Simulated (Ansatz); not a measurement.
Geometry optimisation, DFT PBE, scalar-relativistic, plane waves, PAW in Ansatz.

Input:

```yaml
accuracy: low
crystal:
  lattice:
    - [5.74906, 0.0, 0.0]
    - [-2.87453, 4.978832, 0.0]
    - [0.0, 0.0, 17.224885]
  atoms:
    - { symbol: W, position: [0.0, 0.0, 0.0580555] }
    - { symbol: C, position: [0.3333333, 0.1666667, 0.1398149] }
    - { symbol: W, position: [0.0, 0.0, 0.2215742] }
    - { symbol: C, position: [0.3333333, 0.1666667, 0.3033335] }
    - { symbol: W, position: [0.0, 0.5, 0.0580555] }
    - { symbol: C, position: [0.3333333, 0.6666667, 0.1398149] }
    - { symbol: W, position: [0.0, 0.5, 0.2215742] }
    - { symbol: C, position: [0.3333333, 0.6666667, 0.3033335] }
    - { symbol: W, position: [0.5, 0.0, 0.0580555] }
    - { symbol: C, position: [0.8333333, 0.1666667, 0.1398149] }
    - { symbol: W, position: [0.5, 0.0, 0.2215742] }
    - { symbol: C, position: [0.8333333, 0.1666667, 0.3033335] }
    - { symbol: W, position: [0.5, 0.5, 0.0580555] }
    - { symbol: C, position: [0.8333333, 0.6666667, 0.1398149] }
    - { symbol: W, position: [0.5, 0.5, 0.2215742] }
    - { symbol: C, position: [0.8333333, 0.6666667, 0.3033335] }
    - { symbol: B, position: [0.5767491, 0.1733181, 0.4351196] }
    - { symbol: Cl, position: [0.5245433, -0.1520471, 0.4502721] }
    - { symbol: Cl, position: [0.9021055, 0.4464741, 0.4502721] }
    - { symbol: Cl, position: [0.3035986, 0.2255272, 0.4502721] }
basis:
  ecutwfc: 420.0
kpoints:
  mp_grid: { grid: [3, 3, 1] }
hamiltonian:
  xc: pbe
  pseudopotentials: { kind: paw, azcp: { folder: soft_1 } }
scf:
  occupations: { method: fermi_dirac, width: 0.05 }
  lower_state_search: "off"
relax:
  f_tol: 0.08
  max_steps: 25
  adjacent_minimum: "off"
  constraints: [{ sites: [0, 4, 8, 12] }]
```

Run as:

```bash
$ ansatz run input.yaml --threads 2 --pin off --max-ram 5120MiB --backend cpu --events-out ev --progress --plain --runs-dir out
```

Task: Where does it end, and by what steps?

Result: The run converged. The threshold is loose, so the end isn't yet a minimum. The force dipped under the threshold on the way, but the program's further checks kept it going. Limits of this set-up: coarse k mesh, thin slab, slab without dipole correction, no dispersion correction for a molecule that may bind weakly, low accuracy level. After 24 steps the energy has fallen by 3.897 eV; Cl19 moved furthest, 2.71 Å.

| step | energy less start (eV) | largest force component (eV/Å) | accepted |
| --- | --- | --- | --- |
| 0 | 0.0000 | 5.667 | yes |
| 1 | -3.2289 | 0.978 | yes |
| 2 | -3.5321 | 0.555 | yes |
| 3 | -3.6523 | 0.576 | yes |
| 4 | -3.7364 | 0.558 | yes |
| 5 | -3.7778 | 0.508 | yes |
| 6 | -3.8031 | 0.408 | yes |
| 7 | -3.8205 | 0.281 | yes |
| 8 | -3.7741 | 0.921 | no |
| 9 | -3.8284 | 0.211 | yes |
| 10 | -3.8302 | 0.260 | yes |
| 11 | -3.8428 | 0.274 | yes |
| 12 | -3.8589 | 0.053 | yes |
| 13 | -3.8589 | 0.053 | yes |
| 14 | -3.8648 | 0.359 | yes |
| 15 | -3.8773 | 0.031 | yes |
| 16 | -3.8773 | 0.031 | yes |
| 17 | -3.8785 | 0.278 | yes |
| 18 | -3.8818 | 0.129 | yes |
| 19 | -3.8889 | 0.023 | yes |
| 20 | -3.8714 | 0.506 | no |
| 21 | -3.8910 | 0.093 | yes |
| 22 | -3.8929 | 0.129 | yes |
| 23 | -3.8969 | 0.074 | yes |
| 24 | -3.8969 | 0.075 | yes |

```xyz
20
Lattice="5.7491 0.0000 0.0000 -2.8745 4.9788 0.0000 0.0000 0.0000 17.2249" Properties=species:S:1:pos:R:3
W 0.000 0.000 1.000
C 1.437 0.830 2.329
W 0.000 0.000 3.881
C 1.438 0.830 5.008
W -1.437 2.489 1.000
C 0.000 3.319 2.329
W -1.437 2.489 3.881
C 0.000 3.320 5.008
W 2.875 0.000 1.000
C 4.312 0.830 2.329
W 2.875 0.000 3.880
C 4.311 0.829 5.009
W 1.437 2.489 1.000
C 2.875 3.319 2.329
W 1.437 2.490 3.880
C 2.874 3.319 5.009
B 2.852 0.781 9.514
Cl 3.603 -0.776 9.730
Cl 3.453 2.151 10.428
Cl 1.525 0.966 8.400
```

The run took 4.7 min on 2 threads of Arm Neoverse V2, on a shared host, peak memory 0.93 GiB.
